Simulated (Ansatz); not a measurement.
# Mg6SiB (Amm2) in Ansatz: single point with LDA

Aim: the single point of Mg6SiB with LDA.

Program: Ansatz 0.2.0. These are calculated values, not measurements. Logs are shortened: lines on timing, memory, paths and dates and some standing lists are left out, and cuts for length are marked.

### Step 1. Starting point

The structure is orthorhombic, space group Amm2 (No. 38). The conventional cell has a = 3.976 Å, b = 7.783 Å, c = 9.876 Å, α = 90.00°, β = 90.00°, γ = 90.00°. Si (site symmetry mm2) is surrounded by 8 Mg at 2.69 to 3.04 Å. Mg (site symmetry mm2) is surrounded by 2 Si at 2.76 Å and 8 Mg at 3.03 to 3.16 Å. Around Mg (site symmetry m) lie 1 B at 2.56 Å and 2 Si at 2.69 Å. Mg (site symmetry mm2) is surrounded by 2 B at 2.46 Å. Mg (site symmetry m) has 2 B at 2.69 Å and 2 Mg at 2.88 to 2.92 Å and 1 Si at 3.04 Å as nearest neighbours. B (site symmetry mm2) is surrounded by 8 Mg at 2.46 to 2.69 Å.

The cell comes from a database or a generator and needn't be the stable form of this composition.

### Step 2. Single point, LDA

input.yaml reads:

```yaml
crystal:
  lattice:
    - [3.975708, 0.0, 0.0]
    - [0.0, 3.89167, 4.938007]
    - [0.0, -3.89167, 4.938007]
  atoms:
    - { symbol: Si, position: [0.0, 0.946496, 0.946496] }
    - { symbol: Mg, position: [0.5, 0.140363, 0.140363] }
    - { symbol: Mg, position: [0.5, 0.102227, 0.663645] }
    - { symbol: Mg, position: [0.5, 0.663645, 0.102227] }
    - { symbol: Mg, position: [0.0, 0.371365, 0.371365] }
    - { symbol: Mg, position: [0.0, 0.444203, 0.813606] }
    - { symbol: Mg, position: [0.0, 0.813606, 0.444203] }
    - { symbol: B, position: [0.5, 0.518093, 0.518093] }
hamiltonian:
  xc: lda
  pseudopotentials: { kind: paw }
kpoints:
  mp_grid: { grid: [7, 5, 5] }
scf:
  occupations: { method: gaussian, width: 0.1 }
output:
  forces: true
  stress: true
  eigenvalues: true
```

Potentials or basis: Ansatz PAW.

On the command line:

```bash
$ ansatz run input.yaml --threads 4 --pin off --max-ram 11264MiB --backend cpu --events-out ev --progress --plain --runs-dir out
```

The program printed:

```text
Warning: RAYON_NUM_THREADS=4 ignored (pool sized by the plan → 4); use --threads N
Engine: ansatz 0.2.0, aarch64-unknown-linux-gnu
Pseudopotentials: kind: paw
Pseudopotential: Si, paw, valence charge 4, recommended cutoff 420 eV (normal), Si.paw.azcp
Pseudopotential: Mg, paw, valence charge 10, recommended cutoff 420 eV (normal), Mg.paw.azcp
Pseudopotential: B, paw, valence charge 3, recommended cutoff 420 eV (normal), B.paw.azcp
Functional definition: SPW92
  exchange = slater_x
  correlation = pw_c
Crystal: 8 atoms, lattice volume = 152.803 Å³
Basis set: ecut = 420 eV, 2989 PW (Γ)
Bands: 42, of which v1, the nominal top of the filled ones, is band 34 counted from 1 (33 counted from 0)
Symmetry: 4 space group operations
Space group: Amm2 (ITA 38), of the structure as read, at distance tolerance 5.3e-5 Å
k-points: 36 of 175 (time reversal used)
Non-local potential: Si, projectors of the file, l = 0: 2, l = 1: 2, l = 2: 2
Non-local potential: Mg, projectors of the file, l = 0: 3, l = 1: 2, l = 2: 1
Non-local potential: B, projectors of the file, l = 0: 2, l = 1: 2, l = 2: 1
PAW form: soft (Blöchl's): semilocal exchange-correlation on the pseudo side does not see the compensation charge
PAW frozen core: Si, regenerated for the run's functional, and the local potential with it (the file was generated under x = pbe(κ = 0.804, μ = 0.2195149727645171), c = pbe(β = 0.06672455060314922))
PAW frozen core: Mg, regenerated for the run's functional, and the local potential with it (the file was generated under x = pbe(κ = 0.804, μ = 0.2195149727645171), c = pbe(β = 0.06672455060314922))
PAW frozen core: B, regenerated for the run's functional, and the local potential with it (the file was generated under x = pbe(κ = 0.804, μ = 0.2195149727645171), c = pbe(β = 0.06672455060314922))
PAW one-centre angular grid: Si, 110 points (default); XC on 64 Gauss nodes
PAW one-centre angular grid: Mg, 110 points (default); XC on 64 Gauss nodes
PAW one-centre angular grid: B, 110 points (default); XC on 64 Gauss nodes
Initial density: superposition of atomic densities (neutral atoms: chi_scale 0, normalization atom), corrected by the library's trained network
Initial wavefunctions: pseudopotential atomic-orbital guess
Functional: x = slater, c = lda
SCF iter   1: F=—  HF=-12166.555579 eV  |F-HF|=—  |Δ(HF+E_count)|=         —  Δρ=6.68e-3  dr2=5.15e-2  ethr=1.77e-3  ⟨swp⟩=8.8  Hψ=6570  notcnv=0
preconditioner: auto → Kerker (q_TF=auto, 2.378 Å⁻¹)  [metal: Δε(μ)=0.022 eV  Ē_g=6.116 eV  σ=0.100 eV  W_gap=0.12  n_scr=34 (ndim 8)  ℏωp=13.1 eV  f_vac=0.000  D(μ)=3.08/eV (n_scr^D=18)]
SCF iter   2: F=—  HF=-12166.529683 eV  |F-HF|=—  |Δ(HF+E_count)|=   2.59e-2  Δρ=2.72e-3  dr2=1.07e-2  ethr=7.68e-5  ⟨swp⟩=2.4  Hψ=2891  notcnv=0  defer=1
SCF iter   3: F=—  HF=-12166.526894 eV  |F-HF|=—  |Δ(HF+E_count)|=   2.79e-3  Δρ=8.89e-4  dr2=1.70e-3  ethr=1.59e-5  ⟨swp⟩=3.0  Hψ=2773  notcnv=0  defer=1
SCF iter   4: F=—  HF=-12166.526559 eV  |F-HF|=—  |Δ(HF+E_count)|=   3.35e-4  Δρ=1.41e-4  dr2=5.66e-5  ethr=2.54e-6  ⟨swp⟩=2.0  Hψ=1690  notcnv=0  defer=1
SCF iter   5: F=—  HF=-12166.526541 eV  |F-HF|=—  |Δ(HF+E_count)|=   1.82e-5  Δρ=3.66e-5  dr2=2.53e-6  ethr=8.44e-8  ⟨swp⟩=2.7  Hψ=2211  notcnv=0  defer=1
SCF iter   6: F=—  HF=-12166.526540 eV  |F-HF|=—  |Δ(HF+E_count)|=   5.49e-7  Δρ=1.14e-5  dr2=3.78e-7  ethr=3.77e-9  ⟨swp⟩=2.0  Hψ=2443  notcnv=0  defer=1
SCF iter   7: F=-12166.526540 eV  HF=-12166.526540 eV  |F-HF|=1.33e-8  |Δ(HF+E_count)|=   7.57e-8  Δρ=3.54e-6  dr2=3.33e-8  ethr=1.49e-10  ⟨swp⟩=8.8  Hψ=5977  notcnv=0
SCF 1 converged in 7 iterations: F = -12166.526540 eV  dr2 = 3.33e-8
SCF converged after 7 iterations
Free energy (F): -12166.526540 eV
Harris-Foulkes:  -12166.526540 eV  (|F-HF|=1.33e-8)
Internal energy: -12166.511009 eV  (E = F + TS)
E sigma→0 (E₀):  -12166.518775 eV
Entropy (-TS):   -0.015531 eV (-1.941 meV/atom)
Fermi energy:    6.186715 eV
--- Per-component energies (eV) ---
  E_band       = -2084.909616
  E_kinetic    = 535.808523
  E_local      = -9816.850735  (includes V_loc(G=0)·N_el)
  E_nonlocal   = 618.679901
  E_hartree    = 3529.909271
  E_xc         = -255.988995
  E_vxc        = -305.157967  (∫ρ·V_xc dr)
  E_paw        = -2185.519677  (= ΣΔE_a)
  E_vpaw       = -177.211759  (= ΣTr[D̂ρ^β])
  E_aug_tail   = 0.000008  (compensation charges beyond the density's cutoff)
  E_ewald      = -4593.582346
  E_core_change = 1.033041  (= ΣΔE_core)
  E_smearing   = -0.015531  (= −TS)
  E_closure    = -0.000000  (closes the sum)
  Σ components = -12166.526540   (vs F -12166.526540, Δ=0.00e0)
--- Forces (eV/Å), atoms counted from 1 ---
  atom   1  Si     0.00000000     0.00000000     0.12898977
  atom   2  Mg     0.00000000     0.00000000    -0.00140378
  atom   3  Mg     0.00000000     0.04933592     0.05364350
  atom   4  Mg     0.00000000    -0.04933592     0.05364350
  atom   5  Mg     0.00000000     0.00000000     0.07429301
  atom   6  Mg     0.00000000    -0.00409746    -0.10599231
  atom   7  Mg     0.00000000     0.00409746    -0.10599231
  atom   8  B      0.00000000     0.00000000    -0.09723813
  max |Σ_I F_I| component: 5.67e-5 eV/Å
--- Stress (GPa, compression-positive) ---
       -2.980770       0.000000       0.000000
        0.000000      -2.614543       0.000000
        0.000000       0.000000      -3.364016
  P = ⅓ Tr σ = -2.9864 GPa (-29.864 kbar)
--- Band table (eV; the first three rows and the last of 36) ---
  k-point 0: bands = ["-69.0665", "-69.0643", "-69.0403", "-68.8841", "-68.8839", "-68.7527", "-36.5218", "-36.5104", "-36.4946", "-36.4854", "-36.4763", "-36.4723", "-36.4710", "-36.4678", "-36.4581", "-36.3248", "-36.3246", "-36.3187", "-36.3178", "-36.2935", "-36.2921", "-36.2167", "-36.1747", "-36.1496", "-2.7876", "-0.7303", "1.7914", "2.3830", "3.2194", "3.6011", "3.9714", "5.4221", "5.8169", "6.5257", "7.5676", "7.8981", "9.9607", "10.3942", "10.5166", "10.5487", "11.1964", "11.5445"]
  k-point 1: bands = ["-69.0665", "-69.0643", "-69.0403", "-68.8841", "-68.8839", "-68.7527", "-36.5220", "-36.5104", "-36.4951", "-36.4835", "-36.4760", "-36.4727", "-36.4720", "-36.4677", "-36.4581", "-36.3250", "-36.3246", "-36.3187", "-36.3178", "-36.2946", "-36.2909", "-36.2168", "-36.1748", "-36.1496", "-2.6849", "-0.9550", "1.8380", "2.1945", "2.8867", "4.1419", "4.6662", "5.3001", "5.5093", "6.4027", "7.7946", "8.6483", "9.3934", "9.8723", "10.1356", "10.3123", "10.7466", "11.3827"]
  k-point 2: bands = ["-69.0665", "-69.0643", "-69.0403", "-68.8841", "-68.8839", "-68.7527", "-36.5223", "-36.5103", "-36.4958", "-36.4794", "-36.4752", "-36.4750", "-36.4736", "-36.4675", "-36.4579", "-36.3254", "-36.3246", "-36.3185", "-36.3180", "-36.2956", "-36.2899", "-36.2169", "-36.1748", "-36.1496", "-2.4520", "-1.3682", "1.6860", "2.3636", "2.7865", "3.8032", "5.6615", "5.7476", "6.1060", "6.2326", "7.8235", "8.3179", "8.4424", "9.2633", "9.8338", "10.0419", "10.9178", "11.2668"]
  k-point 35: bands = ["-69.0665", "-69.0643", "-69.0403", "-68.8841", "-68.8839", "-68.7527", "-36.5219", "-36.5101", "-36.4945", "-36.4846", "-36.4771", "-36.4756", "-36.4692", "-36.4670", "-36.4591", "-36.3253", "-36.3249", "-36.3212", "-36.3190", "-36.2945", "-36.2900", "-36.2172", "-36.1749", "-36.1499", "-1.1866", "-0.0358", "1.6869", "2.0422", "2.2188", "3.0704", "3.4493", "4.1711", "6.5242", "6.7976", "7.2150", "7.3831", "8.4969", "8.5585", "9.2264", "9.5094", "9.8154", "10.3446"]
```

Run time: 6.2 s. Hardware: 4 threads of Arm Neoverse V1, shared host; peak memory 0.48 GiB.

Results:

* Free energy: -12166.5265 eV
* Pressure: -3.0 GPa
* Largest force: 0.129 eV/Å
* Band gap on the k mesh: none (metal or under the smearing width)

Forces on the atoms (eV/Å):
```
Si   0.000  0.000  0.129
Mg   0.000  0.000 -0.001
Mg   0.000  0.049  0.054
Mg   0.000 -0.049  0.054
Mg   0.000  0.000  0.074
Mg   0.000 -0.004 -0.106
Mg   0.000  0.004 -0.106
B    0.000  0.000 -0.097
```

Stress tensor (GPa, compression positive):
```
-2.98  0.00  0.00
 0.00 -2.61  0.00
 0.00  0.00 -3.36
```

Caveat: the PAW data sets come from PBE, with cores solved anew for the run's functional, which leaves a small shift of forces and pressure.
